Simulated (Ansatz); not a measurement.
# H7N2PSn: one species, many methods

One table from this session's results is given with a row withheld; the runs are named, their logs left out.

The runs use Ansatz 0.2.0, Gaussian basis; functionals in def2-TZVPP, the program's frozen cores in correlated methods.

Plan: LDA (SPW92), PBE-D4, revPBE-D4, BLYP-D4, r2SCAN-D4, B97M-V, PBE0-D4, B3LYP-D4, r2SCANh-D4, r2SCAN0-D4, HSE06-D4, BHLYP-D4, CAM-B3LYP-D4, LC-ωPBE, ωB97X-V, ωB97M-V, B2PLYP, PBE-QIDH; CCSD(T)/def2-SVP; CCSD(T)/def2-TZVPP; MP2/def2-QZVPP; extrapolation to the limit; RPA on PBE.

## Structure used throughout

All runs share one geometry, relaxed beforehand with PBE0-D4 in a triple-zeta def2 set. Sn takes the def2 core potential; no spin-orbit term is included.

SMILES `N[P](N)[SnH3]`, 11 atoms, charge 0, spin multiplicity 1.

Atoms are counted from 1 here; the program's logs count them from 0.

Bond lengths: N1–P2 1.705 Å, N1–H5 1.010 Å, N1–H6 1.009 Å, P2–N3 1.705 Å, P2–Sn4 2.504 Å, N3–H7 1.009 Å, N3–H8 1.010 Å, Sn4–H9 1.707 Å, Sn4–H10 1.707 Å, Sn4–H11 1.721 Å. Angles: P2–N1–H5 121.5°, P2–N1–H6 115.8°, H5–N1–H6 111.7°, N1–P2–N3 110.9°, N1–P2–Sn4 96.9°, N3–P2–Sn4 96.9°, P2–N3–H7 115.8°, P2–N3–H8 121.4°, H7–N3–H8 111.7°, P2–Sn4–H9 111.2°, P2–Sn4–H10 111.1°, P2–Sn4–H11 108.5°, H9–Sn4–H10 109.3°, H9–Sn4–H11 108.3°, H10–Sn4–H11 108.4°.

Geometry (Å):

```
N    -1.1891    1.1240    0.7086
P    -0.8248   -0.5305    0.5191
N     0.5640   -0.9550    1.4121
Sn    0.2977   -0.3395   -1.7112
H    -0.4760    1.8338    0.6230
H    -1.8517    1.3466    1.4359
H     0.3958   -1.3172    2.3384
H     1.4035   -0.3949    1.3771
H    -0.7880    0.2248   -2.9016
H     0.9460   -1.8400   -2.2034
H     1.5882    0.7910   -1.5774
```

The first run:

The input, in.yaml:

```yaml
crystal:
  periodic: [false, false, false]
  atoms:
    - {symbol: N, position_ang: [-1.189106, 1.124015, 0.708609]}
    - {symbol: P, position_ang: [-0.824812, -0.530469, 0.519106]}
    - {symbol: N, position_ang: [0.564028, -0.955002, 1.412072]}
    - {symbol: Sn, position_ang: [0.297674, -0.339535, -1.711210]}
    - {symbol: H, position_ang: [-0.476039, 1.833767, 0.623017]}
    - {symbol: H, position_ang: [-1.851707, 1.346568, 1.435901]}
    - {symbol: H, position_ang: [0.395773, -1.317240, 2.338409]}
    - {symbol: H, position_ang: [1.403480, -0.394911, 1.377122]}
    - {symbol: H, position_ang: [-0.787989, 0.224777, -2.901605]}
    - {symbol: H, position_ang: [0.946006, -1.840034, -2.203448]}
    - {symbol: H, position_ang: [1.588194, 0.790965, -1.577372]}
basis:
  gaussian: {orbitals: def2-TZVPP}
hamiltonian: {xc: lda}
output: {orbitals: {seedname: orbitals}}
```

Among the steps run: LDA; PBE-D4 (GGA); revPBE-D4 (GGA); BLYP-D4 (GGA); r2SCAN-D4 (meta-GGA); B97M-V (meta-GGA); PBE0-D4 (hybrid); B3LYP-D4 (hybrid); r2SCANh-D4 (hybrid); r2SCAN0-D4 (hybrid); HSE06-D4 (hybrid); BHLYP-D4 (hybrid); CAM-B3LYP-D4 (range-separated); LC-ωPBE (range-separated); ωB97X-V (range-separated); ωB97M-V (range-separated); B2PLYP (double hybrid); PBE-QIDH (double hybrid).

One table of the session follows, with a row left open; its other results are not shown here.

It belongs to the step «Frontier levels by functional». 

```
  functional  HOMO (eV)  gap (eV)
 LDA (SPW92)      -5.55      4.42
      PBE-D4      -5.45      4.53
   revPBE-D4      -5.40      4.58
     BLYP-D4      -5.32      4.47
   r2SCAN-D4      -5.63      4.99
      B97M-V      -5.71      4.92
     PBE0-D4      -6.49      6.36
    B3LYP-D4      -6.31      5.93
  r2SCANh-D4      -6.02      5.66
  r2SCAN0-D4      -6.61      6.65
    HSE06-D4      -6.10      5.60
    BHLYP-D4      -7.42      8.05
CAM-B3LYP-D4      -7.73      8.48
     LC-ωPBE      -9.00     10.86
     ωB97X-V      -8.69     10.42
     ωB97M-V          ?         ?
```

Estimate the missing values for ωB97M-V.

**Answer.** HOMO (eV): -8.54; gap (eV): 9.97. In the column «HOMO (eV)» it lies between ωB97X-V (-8.69) and CAM-B3LYP-D4 (-7.73).
